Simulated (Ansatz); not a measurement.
Runs of Ansatz 0.2.0 on Co. The cell holds a slab with vacuum, 5 atoms: a = 2.471 Å, b = 2.471 Å, c = 23.088 Å, α = 90.00°, β = 90.00°, γ = 120.00°. The slab is cut from a database's or a generator's crystal, which needn't be the stable form of the element.

| task | level | cell | cutoff (eV) | basis error allowed | gap on the mesh (eV) | moment (μB) | largest force (eV/Å) | work function (eV) |
| --- | --- | --- | --- | --- | --- | --- | --- | --- |
| single point | PBE | the (0 0 1) slab of Co, cut from the database cell, not relaxed | 314 | 0.001 eV/atom | none | 8.44 | 0.42 | 5.00 |
| single point | PBEsol | as given | 290 | 0.002 eV/atom | none | (a) | 0.62 | 5.13 |
| projected density of states | PBE | the (0 0 1) slab of Co, cut from the database cell, not relaxed | 290 | 0.002 eV/atom | - | 8.44 | 0.42 | 5.00 |
| single point | LDA | as given | 290 | 0.002 eV/atom | none | (b) | 0.90 | 5.37 |

Alike in all rows: potentials or basis all-electron LAPW, scalar-relativistic; spin collinear, ferromagnetic start; k mesh 12 × 12 × 1; smearing fermi-dirac 0.05 eV.

Task: Fill in the values left out.

Result: (a) 8.43; (b) 8.19.

A k mesh can miss the band edges.

A gap of «none» marks a metal or a gap under the smearing width.

Not every run made on this cell is shown here.
